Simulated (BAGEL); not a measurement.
# CH5GaO2 (SMILES [CH3][Ga]([OH])[OH]) at HF/3-21G (density fitting with cc-pvqz-jkfit)

What is the energy change on altering one bond length of CH5GaO2 at HF/3-21G (density fitting with cc-pvqz-jkfit)? 

Program for the calculation: BAGEL 1.2.2.

2 further runs of the same task are left out: 1 that didn't finish, 1 set aside as unsound or not needed.

**1. The structure to begin with**

CH5GaO2 has 9 atoms, charge 0, and is taken as a singlet. As SMILES, `[CH3][Ga]([OH])[OH]`. Geometry: relaxed at PBE0-D4/def2-TZVP. This is one conformer, not always the lowest.

Bond lengths: C1–Ga2 1.941 Å, Ga2–O3 1.791 Å, Ga2–O4 1.791 Å, C1–H5 1.090 Å, C1–H6 1.091 Å, C1–H7 1.091 Å, O3–H8 0.959 Å, O4–H9 0.959 Å. Some angles: C1–Ga2–O3 121.3°, C1–Ga2–O4 121.2°, O3–Ga2–O4 117.5°, Ga2–C1–H5 110.5°, Ga2–C1–H6 109.9°, Ga2–C1–H7 110.2°, Ga2–O3–H8 115.4°, Ga2–O4–H9 115.3°, H5–C1–H6 108.9°, H5–C1–H7 109.4°.

**2. The energy at HF/3-21G (density fitting with cc-pvqz-jkfit)**

input.json

```json
{ "bagel": [

{
  "title": "molecule",
  "basis": "3-21g",
  "df_basis": "cc-pvqz-jkfit",
  "angstrom": true,
  "geometry": [
    { "atom": "C", "xyz": [    0.139500,    0.740600,   -1.385600 ] },
    { "atom": "Ga", "xyz": [   -0.022300,   -0.180400,    0.314900 ] },
    { "atom": "O", "xyz": [    0.237900,   -1.947500,    0.443200 ] },
    { "atom": "O", "xyz": [   -0.435700,    0.706800,    1.814800 ] },
    { "atom": "H", "xyz": [    0.259800,    0.024500,   -2.197900 ] },
    { "atom": "H", "xyz": [    1.005300,    1.404900,   -1.368100 ] },
    { "atom": "H", "xyz": [   -0.746600,    1.349900,   -1.568800 ] },
    { "atom": "H", "xyz": [    0.141200,   -2.314500,    1.323600 ] },
    { "atom": "H", "xyz": [   -0.490700,    0.169600,    2.607000 ] }
  ]
},
{
  "title": "hf"
},
{
  "title": "print",
  "file": "orbitals.molden",
  "orbitals": true
}

]}
```

Launch:

```console
BAGEL_NUM_THREADS=1 BAGEL input.json > input.out
```

Output:

```text
* using 1 threads per process

  ===============================================================
  ===============================================================

  *** Geometry ***

  { "atom" : "C", "xyz" : [      0.263617,      1.399531,     -2.618405 ] },
  { "atom" : "Ga", "xyz" : [     -0.042141,     -0.340907,      0.595075 ] },
  { "atom" : "O", "xyz" : [      0.449566,     -3.680242,      0.837527 ] },
  { "atom" : "O", "xyz" : [     -0.823354,      1.335658,      3.429475 ] },
  { "atom" : "H", "xyz" : [      0.490951,      0.046298,     -4.153429 ] },
  { "atom" : "H", "xyz" : [      1.899742,      2.654876,     -2.585334 ] },
  { "atom" : "H", "xyz" : [     -1.410870,      2.550941,     -2.964602 ] },
  { "atom" : "H", "xyz" : [      0.266829,     -4.373771,      2.501241 ] },
  { "atom" : "H", "xyz" : [     -0.927289,      0.320498,      4.926516 ] },

  Number of auxiliary basis functions:      791

  Since a DF basis is specified, we compute 2- and 3-index integrals:
    o Being stored without compression. Storage requirement is 0.022 GB

  Number of basis functions:       59
  Number of electrons      :       58

    * METHOD: MOLECULE                             0.83

  *** RHF ***

  === Nuclear Repulsion ===
   287.7437801815

      * DIIS with orbital gradients will be used.

  === RHF iteration (3-21g) ===
      0      -2103.13639331          0.03215031           0.13
      1      -2103.31294474          0.01891857           0.12
      2      -2103.39275678          0.00134003           0.12
      3      -2103.39364425          0.00043514           0.12
      4      -2103.39371247          0.00007749           0.12
      5      -2103.39371816          0.00002053           0.12
      6      -2103.39371857          0.00000437           0.12
      7      -2103.39371859          0.00000106           0.13
      8      -2103.39371859          0.00000044           0.13
      9      -2103.39371859          0.00000012           0.12
     10      -2103.39371859          0.00000005           0.12
     11      -2103.39371859          0.00000001           0.12
    * SCF iteration converged.

    * Permanent dipole moment:
           (    0.040896,     0.261663,    -0.501558) a.u.

    * METHOD: HF                                   1.78

    * METHOD: PRINT                                0.01

  ===============================================================
```

It took 2.9 s on 1 thread of Intel Xeon Platinum 8259CL at 2.50GHz (Skylake/Cascade Lake), shared host; peak memory 0.14 GiB.

**3. The distorted shape, same level**

job.json

```json
{ "bagel" : [

{
  "title" : "molecule",
  "basis" : "3-21g",
  "df_basis" : "cc-pvqz-jkfit",
  "angstrom" : true,
  "geometry" : [
    { "atom" : "C", "xyz" : [       0.121452,       0.848032,      -1.263735 ] },
    { "atom" : "Ga", "xyz" : [      -0.040348,      -0.072968,       0.436765 ] },
    { "atom" : "O", "xyz" : [       0.219852,      -1.840068,       0.565065 ] },
    { "atom" : "O", "xyz" : [      -0.453748,       0.814232,       1.936665 ] },
    { "atom" : "H", "xyz" : [       0.259800,       0.024500,      -2.197900 ] },
    { "atom" : "H", "xyz" : [       0.987252,       1.512332,      -1.246235 ] },
    { "atom" : "H", "xyz" : [      -0.764648,       1.457332,      -1.446935 ] },
    { "atom" : "H", "xyz" : [       0.123152,      -2.207068,       1.445465 ] },
    { "atom" : "H", "xyz" : [      -0.508748,       0.277032,       2.728865 ] }
  ]
},

{
  "title" : "hf"
},

{
  "title" : "print",
  "file" : "orbitals.molden",
  "orbitals" : true
}

]}
```

Launch:

```console
BAGEL_NUM_THREADS=1 BAGEL job.json > job.out
```

Output:

```text
* using 1 threads per process

  ===============================================================
  ===============================================================

  *** Geometry ***

  { "atom" : "C", "xyz" : [      0.229511,      1.602548,     -2.388113 ] },
  { "atom" : "Ga", "xyz" : [     -0.076247,     -0.137890,      0.825366 ] },
  { "atom" : "O", "xyz" : [      0.415460,     -3.477225,      1.067818 ] },
  { "atom" : "O", "xyz" : [     -0.857459,      1.538675,      3.659766 ] },
  { "atom" : "H", "xyz" : [      0.490951,      0.046298,     -4.153429 ] },
  { "atom" : "H", "xyz" : [      1.865636,      2.857893,     -2.355043 ] },
  { "atom" : "H", "xyz" : [     -1.444975,      2.753958,     -2.734311 ] },
  { "atom" : "H", "xyz" : [      0.232724,     -4.170754,      2.731533 ] },
  { "atom" : "H", "xyz" : [     -0.961394,      0.523515,      5.156807 ] },

  Number of auxiliary basis functions:      791

  Since a DF basis is specified, we compute 2- and 3-index integrals:
    o Being stored without compression. Storage requirement is 0.022 GB

  Number of basis functions:       59
  Number of electrons      :       58

    * METHOD: MOLECULE                             0.81

  *** RHF ***

  === Nuclear Repulsion ===
   286.9850918119

      * DIIS with orbital gradients will be used.

  === RHF iteration (3-21g) ===
      0      -2103.12209500          0.03207051           0.16
      1      -2103.29798379          0.01900081           0.13
      2      -2103.37849284          0.00135005           0.18
      3      -2103.37944142          0.00044475           0.13
      4      -2103.37951331          0.00008701           0.13
      5      -2103.37952059          0.00002344           0.13
      6      -2103.37952112          0.00000470           0.20
      7      -2103.37952115          0.00000112           0.13
      8      -2103.37952115          0.00000048           0.12
      9      -2103.37952115          0.00000013           0.12
     10      -2103.37952115          0.00000005           0.12
     11      -2103.37952115          0.00000001           0.12
     12      -2103.37952115          0.00000000           0.12
    * SCF iteration converged.

    * Permanent dipole moment:
           (    0.046381,     0.234407,    -0.539485) a.u.

    * METHOD: HF                                   2.09

    * METHOD: PRINT                                0.01

  ===============================================================
```

Run time: 3.3 s. Hardware: 1 thread of Intel Xeon Platinum 8259CL at 2.50GHz (Skylake/Cascade Lake), shared host; peak memory 0.14 GiB.

**4. What came out**

Level: HF/3-21G (density fitting with cc-pvqz-jkfit).

```
                                                         quantity           value
                                        first shape: total energy  -2103.39372 Eh
                                       first shape: dipole moment          1.44 D
                                         first shape: HOMO energy       -11.76 eV
                                         first shape: LUMO energy         2.99 eV
                                       first shape: HOMO–LUMO gap        14.75 eV
                                    distorted shape: total energy  -2103.37952 Eh
                                   distorted shape: dipole moment          1.50 D
                                     distorted shape: HOMO energy       -11.73 eV
                                     distorted shape: LUMO energy         2.98 eV
                                   distorted shape: HOMO–LUMO gap        14.71 eV
energy change with the C1–H5 bond stretched from 1.090 to 1.253 Å        0.386 eV
```

What this shows: With the C1–H5 bond stretched from 1.090 to 1.253 Å the energy rises by 0.39 eV (37.3 kJ/mol). The first shape isn't relaxed at this level, so the change isn't measured from a minimum.
